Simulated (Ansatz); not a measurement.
# CH₃GeNS: vertical ionisation energy

One table from this session's results is given with a row withheld; the runs are named, their logs left out.

Program: Ansatz 0.2.0, Gaussian basis. Level of theory: unrestricted cation, the program's frozen cores in correlated methods. These are calculated values, not measurements.

Levels to be run: UKS PBE-D4/def2-TZVPP; UKS r2SCAN-D4/def2-TZVPP; UKS PBE0-D4/def2-TZVPP; UKS B3LYP-D4/def2-TZVPP; UKS wB97X-V/def2-TZVPP; UKS wB97M-V/def2-TZVPP; UKS B2PLYP/def2-TZVPP; UHF-CCSD(T)/def2-TZVPP; UHF-MP2/def2-QZVPP; extrapolation to the limit; then −ε(HOMO) from the neutral's earlier runs with LDA (SPW92), PBE-D4, revPBE-D4, BLYP-D4, r2SCAN-D4, B97M-V, PBE0-D4, B3LYP-D4, r2SCANh-D4, r2SCAN0-D4, HSE06-D4, BHLYP-D4, CAM-B3LYP-D4, LC-ωPBE, ωB97X-V, ωB97M-V.

## The relaxed structure

All runs share one geometry, relaxed beforehand with PBE0-D4 in a triple-zeta def2 set.

7 atoms, charge 0, spin multiplicity 1.

Atoms are counted from 1 here; the program's logs count them from 0.

Bond lengths: S1–C2 1.573 Å, C2–N3 1.187 Å, N3–Ge4 1.830 Å, Ge4–H5 1.532 Å, Ge4–H6 1.529 Å, Ge4–H7 1.532 Å. Angles: S1–C2–N3 178.1°, C2–N3–Ge4 158.7°, N3–Ge4–H5 107.1°, N3–Ge4–H6 106.1°, N3–Ge4–H7 106.9°, H5–Ge4–H6 112.1°, H5–Ge4–H7 112.1°, H6–Ge4–H7 112.0°.

The first run:

Input file in.yaml:

```yaml
crystal:
  periodic: [false, false, false]
  atoms:
    - {symbol: S, position_ang: [0.457323, -3.159306, 1.117534]}
    - {symbol: C, position_ang: [0.206781, -1.646752, 0.764553]}
    - {symbol: N, position_ang: [0.009370, -0.498807, 0.537124]}
    - {symbol: Ge, position_ang: [-0.140634, 1.045474, -0.432710]}
    - {symbol: H, position_ang: [-1.023282, 0.733308, -1.645419]}
    - {symbol: H, position_ang: [-0.787076, 2.070532, 0.499984]}
    - {symbol: H, position_ang: [1.277498, 1.455560, -0.841066]}
basis:
  gaussian: {orbitals: def2-TZVPP}
total_charge: 1
magnetization: {spin_polarized: true, initial_magnetization: 1}
hamiltonian: {xc: pbe, dispersion: d4}
```

Launch:

```sh
ansatz run in.yaml --threads 2 --pin off --events-out ev --progress --plain --max-ram 32768MiB --backend cpu
```

Steps of the session up to this table: Cation, UKS PBE-D4/def2-TZVPP; Cation, UKS r2SCAN-D4/def2-TZVPP; Cation, UKS PBE0-D4/def2-TZVPP; Cation, UKS B3LYP-D4/def2-TZVPP; Cation, UKS wB97X-V/def2-TZVPP; Cation, UKS wB97M-V/def2-TZVPP; Cation, UKS B2PLYP (frozen core)/def2-TZVPP; Cation, UHF-CCSD(T)/def2-TZVPP; Cation, UHF-MP2/def2-QZVPP.

One table of the session follows, with a row left open; its other results are not shown here.

It belongs to the step «Ionisation energies side by side». For comparison, −ε(HOMO) of the neutral from earlier runs:

| functional | −ε(HOMO) (eV) |
| --- | --- |
| LDA (SPW92) | 6.25 |
| PBE-D4 | 6.10 |
| revPBE-D4 | 6.05 |
| BLYP-D4 | 5.92 |
| r2SCAN-D4 | ? |
| B97M-V | 6.39 |
| PBE0-D4 | 7.22 |
| B3LYP-D4 | 6.98 |
| r2SCANh-D4 | 6.78 |
| r2SCAN0-D4 | 7.40 |
| HSE06-D4 | 6.83 |
| BHLYP-D4 | 8.19 |
| CAM-B3LYP-D4 | 8.43 |
| LC-ωPBE | 9.74 |
| ωB97X-V | 9.41 |
| ωB97M-V | 9.25 |

Estimate the missing values for r2SCAN-D4.

Worked estimate for «−ε(HOMO) (eV)». Against the share of exact exchange, r2SCANh-D4 (0.1, 6.78), r2SCAN0-D4 (0.25, 7.40) give a slope of 4.13 per unit share; at 0 the line stands at 6.37.

As computed: −ε(HOMO) (eV): 6.36. In «−ε(HOMO) (eV)» the line misses by +0.01.

Caveats from the session: The cation may have settled in a state other than its lowest; no search over hole states beyond the program's own was made.
